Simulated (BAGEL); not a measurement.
# C2H4FGa (SMILES C=[CH][GaH][F]): a chain of runs

Aim: a single-point energy (HF/def2-SV(P)), then the energy (NEVPT2(2,2)/def2-SV(P)), then the energy (CASPT2(2,2)/def2-SV(P)) of C2H4FGa. 

The calculation is run with BAGEL 1.2.2.

2 further runs of the same task are left out: 2 set aside as unsound or not needed.

## (1) The molecule

C2H4FGa has 8 atoms, charge 0, and is taken as a singlet. SMILES: `C=[CH][GaH][F]`. The C1–H6 distance was set to 1.469 Å, away from the relaxed value.

Bond lengths: C1–C2 1.332 Å, C2–Ga3 1.936 Å, Ga3–F4 1.763 Å, C1–H5 1.088 Å, C2–H7 1.087 Å, Ga3–H8 1.557 Å. Angles: C1–C2–Ga3 120.9°, C2–Ga3–F4 115.4°, C1–C2–H7 118.8°, Ga3–C2–H7 120.3°, C2–C1–H5 122.2°, C2–Ga3–H8 129.9°, F4–Ga3–H8 114.7°. A long bond or contact: C1–H6 1.469 Å.

## (2) A single-point energy at HF/def2-SV(P) (density fitting with svp-jkfit) (run 1)

The input, input.json:

```json
{ "bagel" : [

{
  "title" : "molecule",
  "basis" : "def2-sv_p_.json",
  "df_basis" : "svp-jkfit",
  "angstrom" : "true",
  "geometry" : [
    { "atom" : "C", "xyz" : [   -0.800700,    0.796562,    0.071155 ] },
    { "atom" : "C", "xyz" : [    0.379000,    0.190662,   -0.054745 ] },
    { "atom" : "Ga", "xyz" : [    0.518100,   -1.739038,    0.002655 ] },
    { "atom" : "F", "xyz" : [    2.146900,   -2.384938,   -0.189345 ] },
    { "atom" : "H", "xyz" : [   -1.725700,    0.241662,    0.210355 ] },
    { "atom" : "H", "xyz" : [   -0.941100,    2.257800,    0.031600 ] },
    { "atom" : "H", "xyz" : [    1.268700,    0.800762,   -0.192045 ] },
    { "atom" : "H", "xyz" : [   -0.590500,   -2.815538,    0.192255 ] }
  ]
},
{ "title" : "hf" },
{ "title" : "print", "file" : "orbitals.molden", "orbitals" : "true" }

]}
```

The basis set def2-SV(P) is read from a file made from the Basis Set Exchange's data (not shown).

Command:

```bash
$ BAGEL_NUM_THREADS=1 BAGEL input.json > input.out
```

Standard output:

```text
* using 1 threads per process

  ===============================================================
  ===============================================================

  *** Geometry ***

  { "atom" : "C", "xyz" : [     -1.513104,      1.505284,      0.134463 ] },
  { "atom" : "C", "xyz" : [      0.716206,      0.360299,     -0.103453 ] },
  { "atom" : "Ga", "xyz" : [      0.979067,     -3.286306,      0.005017 ] },
  { "atom" : "F", "xyz" : [      4.057053,     -4.506880,     -0.357810 ] },
  { "atom" : "H", "xyz" : [     -3.261100,      0.456675,      0.397513 ] },
  { "atom" : "H", "xyz" : [     -1.778421,      4.266624,      0.059715 ] },
  { "atom" : "H", "xyz" : [      2.397496,      1.513221,     -0.362912 ] },
  { "atom" : "H", "xyz" : [     -1.115883,     -5.320596,      0.363309 ] },

  Number of auxiliary basis functions:      565

  Since a DF basis is specified, we compute 2- and 3-index integrals:
    o Being stored without compression. Storage requirement is 0.030 GB

  Number of basis functions:       82
  Number of electrons      :       56

    * METHOD: MOLECULE                             0.33

  *** RHF ***

  === Nuclear Repulsion ===
   245.3077679769

      * DIIS with orbital gradients will be used.

  === RHF iteration (def2-sv_p_.json) ===
      0      -2100.09724321          0.01910321           0.11
      1      -2100.23890771          0.01244680           0.10
      2      -2100.31381618          0.00159269           0.12
      3      -2100.31553428          0.00062298           0.08
      4      -2100.31574918          0.00008150           0.09
      5      -2100.31575638          0.00002993           0.09
      6      -2100.31575702          0.00001565           0.08
      7      -2100.31575723          0.00000322           0.08
      8      -2100.31575725          0.00000128           0.09
      9      -2100.31575725          0.00000047           0.08
     10      -2100.31575725          0.00000016           0.08
     11      -2100.31575725          0.00000008           0.08
     12      -2100.31575725          0.00000002           0.09
     13      -2100.31575725          0.00000001           0.09
     14      -2100.31575725          0.00000000           0.12
    * SCF iteration converged.

    * Permanent dipole moment:
           (    0.943930,    -0.549400,    -0.104456) a.u.

    * METHOD: HF                                   1.67

    * METHOD: PRINT                                0.03

  ===============================================================
```

It took 2.5 s on 1 thread of AMD EPYC 7R43 (Zen 3), shared host; peak memory 0.14 GiB.

## (3) A single-point energy at NEVPT2(2,2)/def2-SV(P) (density fitting with svp-jkfit) (run 2)

The input, job.json:

```json
{ "bagel" : [

{
  "title" : "molecule",
  "basis" : "def2-sv_p_.json",
  "df_basis" : "svp-jkfit",
  "angstrom" : true,
  "geometry" : [
    { "atom" : "C", "xyz" : [   -0.800700,    0.796562,    0.071155 ] },
    { "atom" : "C", "xyz" : [    0.379000,    0.190662,   -0.054745 ] },
    { "atom" : "Ga", "xyz" : [    0.518100,   -1.739038,    0.002655 ] },
    { "atom" : "F", "xyz" : [    2.146900,   -2.384938,   -0.189345 ] },
    { "atom" : "H", "xyz" : [   -1.725700,    0.241662,    0.210355 ] },
    { "atom" : "H", "xyz" : [   -0.941100,    2.257800,    0.031600 ] },
    { "atom" : "H", "xyz" : [    1.268700,    0.800762,   -0.192045 ] },
    { "atom" : "H", "xyz" : [   -0.590500,   -2.815538,    0.192255 ] }
  ]
},
{ "title" : "hf" },
{ "title" : "nevpt2", "nstate" : 1, "nact" : 2, "nclosed" : 27, "active" : [23, 33], "maxiter" : 200, "natocc" : true, "ncore" : 12 },
{ "title" : "print", "file" : "orbitals.molden", "orbitals" : true }

]}
```

The basis set def2-SV(P) is read from a file made from the Basis Set Exchange's data (not shown).

Command:

```bash
$ BAGEL_NUM_THREADS=1 BAGEL job.json > job.out
```

Standard output:

```text
* using 1 threads per process

  ===============================================================
  ===============================================================

  *** Geometry ***

  { "atom" : "C", "xyz" : [     -1.513104,      1.505284,      0.134463 ] },
  { "atom" : "C", "xyz" : [      0.716206,      0.360299,     -0.103453 ] },
  { "atom" : "Ga", "xyz" : [      0.979067,     -3.286306,      0.005017 ] },
[... 4 lines of this table left out ...]
  { "atom" : "H", "xyz" : [     -1.115883,     -5.320596,      0.363309 ] },

  Number of auxiliary basis functions:      565

  Since a DF basis is specified, we compute 2- and 3-index integrals:
    o Being stored without compression. Storage requirement is 0.030 GB

[... 18 lines left out ...]
    * SCF iteration converged.
[... 1 line left out ...]
    * Permanent dipole moment:
[... 28 lines left out ...]
    * Second-order optimization converged. *

     guess   0:   closed 1.                   open ..

  === FCI iteration ===

      0  0     -2100.31504299     8.55e-02      0.00
      1  0     -2100.34400337     1.61e-04      0.00
      2  0 *   -2100.34400353     1.11e-16      0.00

     * ci vector, state   0, <S^2> = 0.0000
       2.     0.9859447316
       .2    -0.1670717994

  === DF-NEVPT2 calculation ===

    * 3-index integral transformation done
    * assembly done

      NEVPT2 correlation energy:   -0.6187883244      0.17

          (+0)     -0.5726227761
          (+0)'    -0.0144476128
          (+1)     -0.0068661082
          (+1)'    -0.0000000000
          (+2)     -0.0002306991
          (-1)     -0.0212316379
          (-1)'     0.0000000000
          (-2)     -0.0033894904

      NEVPT2 total energy:       -2100.9627918521

    * METHOD: NEVPT2                               4.49

    * METHOD: PRINT                                0.03

  ===============================================================
```

Run time: 7.2 s. Hardware: 1 thread of AMD EPYC 7R43 (Zen 3), shared host; peak memory 0.14 GiB.

## (4) A single-point energy at CASPT2(2,2)/def2-SV(P) (density fitting with svp-jkfit) (run 3)

The input, input.json:

```json
{ "bagel": [

{
  "title": "molecule",
  "basis": "def2-sv_p_.json",
  "df_basis": "svp-jkfit",
  "angstrom": true,
  "geometry": [
    { "atom": "C", "xyz": [   -0.800700,    0.796562,    0.071155 ] },
    { "atom": "C", "xyz": [    0.379000,    0.190662,   -0.054745 ] },
    { "atom": "Ga", "xyz": [    0.518100,   -1.739038,    0.002655 ] },
    { "atom": "F", "xyz": [    2.146900,   -2.384938,   -0.189345 ] },
    { "atom": "H", "xyz": [   -1.725700,    0.241662,    0.210355 ] },
    { "atom": "H", "xyz": [   -0.941100,    2.257800,    0.031600 ] },
    { "atom": "H", "xyz": [    1.268700,    0.800762,   -0.192045 ] },
    { "atom": "H", "xyz": [   -0.590500,   -2.815538,    0.192255 ] }
  ]
},
{
  "title": "hf"
},
{
  "title": "casscf",
  "nstate": 1,
  "nact": 2,
  "nclosed": 27,
  "active": [23, 33],
  "maxiter": 200,
  "natocc": true
},
{
  "title": "print",
  "file": "orbitals.molden",
  "orbitals": true
},
{
  "title": "smith",
  "method": "caspt2",
  "ms": true,
  "xms": true,
  "sssr": true,
  "shift": 0.2,
  "shift_imag": true,
  "ncore": 12
}

]}
```

The basis set def2-SV(P) is read from a file made from the Basis Set Exchange's data (not shown).

Command:

```bash
$ BAGEL_NUM_THREADS=1 BAGEL input.json > input.out
```

Standard output:

```text
* using 1 threads per process

  ===============================================================
  ===============================================================

  *** Geometry ***

  { "atom" : "C", "xyz" : [     -1.513104,      1.505284,      0.134463 ] },
  { "atom" : "C", "xyz" : [      0.716206,      0.360299,     -0.103453 ] },
  { "atom" : "Ga", "xyz" : [      0.979067,     -3.286306,      0.005017 ] },
[... 4 lines of this table left out ...]
  { "atom" : "H", "xyz" : [     -1.115883,     -5.320596,      0.363309 ] },

  Number of auxiliary basis functions:      565

  Since a DF basis is specified, we compute 2- and 3-index integrals:
    o Being stored without compression. Storage requirement is 0.030 GB

[... 18 lines left out ...]
    * SCF iteration converged.
[... 1 line left out ...]
    * Permanent dipole moment:
[... 27 lines left out ...]
    * Second-order optimization converged. *
[... 9 lines left out ...]
     * ci vector, state   0, <S^2> = 0.0000
[... 16 lines left out ...]
    * Zeroth order energy : state  0       -0.9805684361
[... 4 lines left out ...]
       #      aibj      arbs      arbi      airj      risj      airs      arst      rist         Etot      error   time
[... 2 lines left out ...]
       0  -0.57104  -0.00416  -0.02188  -0.00734  -0.00034  -0.01257  -0.00000  -0.00000   -0.6173234  0.0011401   0.12
       1  -0.57121  -0.00419  -0.02197  -0.00749  -0.00036  -0.01284  -0.00000  -0.00000   -0.6180568  0.0001869   0.09
       2  -0.57123  -0.00419  -0.02196  -0.00749  -0.00036  -0.01284  -0.00000  -0.00000   -0.6180791  0.0000365   0.10
       3  -0.57123  -0.00419  -0.02196  -0.00749  -0.00037  -0.01284  -0.00000  -0.00000   -0.6180798  0.0000081   0.10
       4  -0.57123  -0.00419  -0.02196  -0.00749  -0.00037  -0.01284  -0.00000  -0.00000   -0.6180798  0.0000017   0.10
       5  -0.57123  -0.00419  -0.02196  -0.00749  -0.00037  -0.01284   0.00000   0.00000   -0.6180798  0.0000003   0.11

      ------------------------------------------------------------------------------------------------------------------

    * CASPT2 energy : state  0    -2100.9648809990
        w/o shift correction      -2100.9620833487
        reference weight              0.8477782343

    * METHOD: SMITH                                0.93

  ===============================================================
```

It took 8.4 s on 1 thread of AMD EPYC 7R43 (Zen 3), shared host; peak memory 0.22 GiB.

## (5) Outcome

```
                                   quantity           value
         run 1, HF/def2-SV(P): total energy  -2100.31576 Eh
        run 1, HF/def2-SV(P): dipole moment          2.79 D
          run 1, HF/def2-SV(P): HOMO energy       -11.01 eV
          run 1, HF/def2-SV(P): LUMO energy         1.40 eV
        run 1, HF/def2-SV(P): HOMO–LUMO gap        12.41 eV
run 2, NEVPT2(2,2)/def2-SV(P): total energy  -2100.96279 Eh
run 3, CASPT2(2,2)/def2-SV(P): total energy  -2100.96488 Eh
```
